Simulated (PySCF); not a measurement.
# Eu(SH)3: other functionals and bases at one geometry

An exercise on one series of results from a longer session: the logs are not shown, and one member is left open.

The runs use PySCF 2.14.0; several levels, as the steps say, no spin–orbit coupling.

7 further runs of the same task are left out: 2 for a known fault of the program, 3 that didn't finish, 2 set aside as unsound or not needed.

## The starting structure

7 atoms, charge 0, spin multiplicity 1.

Bond lengths: Eu1–S2 2.632 Å, Eu1–S4 2.632 Å, Eu1–S6 2.632 Å, S2–H3 1.360 Å, S4–H5 1.360 Å, S6–H7 1.360 Å. Angles: S2–Eu1–S4 120.0°, S2–Eu1–S6 120.0°, S4–Eu1–S6 120.0°, Eu1–S2–H3 95.4°, Eu1–S4–H5 95.4°, Eu1–S6–H7 95.4°.

As a file:

```
atom     x (Å)     y (Å)    z (Å)
 Eu1   0.00000   0.00000  0.92330
  S2   2.59965   0.40724  0.97972
  H3   2.93498  -0.91121  0.98418
  S4  -1.65250   2.04774  0.97972
  H5  -0.67836   2.99738  0.98418
  S6  -0.94715  -2.45498  0.97972
  H7  -2.25662  -2.08617  0.98417
```

Formal oxidation states: Eu +3. Each metal's 6 4f electrons lie in its core potential, so multiplicities, spins and levels count the valence alone. An earlier session relaxed this geometry at TPSS, Eu lcecp-1-SVP with ECP52, S def2-SVP, H def2-SVP (singlet, point group C3).

At TPSS on the finer grid: E = -1231.554770 Eh, HOMO -6.29 eV, LUMO -2.95 eV, Mulliken charge on Eu1 +0.85 e, largest force component 0.007 eV/Å. 

Levels to run: M06-L; wB97X; PBE0; BP86; TPSS, TZVP. Hardware: 2 threads of Arm Neoverse V1, shared host.

Set-up of the first run:

run.py (the lines that set the calculation)

```python
mol = gto.M(atom='''
Eu     0.00000     0.00000     0.92330
S      2.59965     0.40724     0.97972
H      2.93498    -0.91121     0.98418
S     -1.65250     2.04774     0.97972
H     -0.67836     2.99738     0.98418
S     -0.94715    -2.45498     0.97972
H     -2.25662    -2.08617     0.98417''',
    basis={'Eu': 'lcecp-1-SVP', 'S': 'def2-SVP', 'H': 'def2-SVP'},
    ecp={'Eu': 'lcecp-1-SVP'},
    charge=0, spin=0)
mf = dft.RKS(mol, xc='M06L')
mf.grids.atom_grid = (75, 302)  # f atoms: unpruned, at least (60, 302)
mf = mf.density_fit()  # fitting sets: Eu AutoAux, S def2-universal-JKFIT, H def2-universal-JKFIT
mf.conv_tol = 1e-08; mf.max_cycle = 55
mf.kernel(dm0)  # dm0: the density of the relaxed state
```

On the command line:

```
> OMP_NUM_THREADS=2 python run.py
```

Among the steps run: M06-L; wB97X; PBE0; BP86; TPSS, TZVP.

One of the session's tables, all rows but one given; the rest of the session is left out.

| level | HOMO (eV) | gap (eV) | charge on Eu1 (e) | dipole (D) | largest force component (eV/Å) |
| --- | --- | --- | --- | --- | --- |
| TPSS (relaxed here) | -6.29 | 3.34 | 0.85 | 0.33 | 0.01 |
| M06-L | -6.33 | 4.07 | 1.08 | 0.35 | 0.31 |
| wB97X | -9.69 | 8.90 | 0.89 | 0.37 | 0.31 |
| PBE0 | -7.35 | 4.87 | 0.87 | 0.34 | 0.23 |
| BP86 | ? | ? | ? | ? | ? |
| TPSS, TZVP | -6.34 | 3.38 | 1.26 | 0.34 | 0.24 |

Estimate the missing values for BP86.

The run gave: HOMO (eV): -6.26; gap (eV): 3.09; charge on Eu1 (e): 0.70; dipole (D): 0.32; largest force component (eV/Å): 0.19. In the column «HOMO (eV)» it is the highest.

In one basis the HOMO–LUMO gap runs from 3.09 eV (BP86) to 8.90 eV (wB97X). The largest leftover force, 0.31 eV/Å with M06-L, stands at a geometry relaxed at another level. With 4f in the core, its levels are missing from HOMO and gap, and its count is fixed, so no charge can pass from the ligands into it. Total energies of different levels can't be compared.
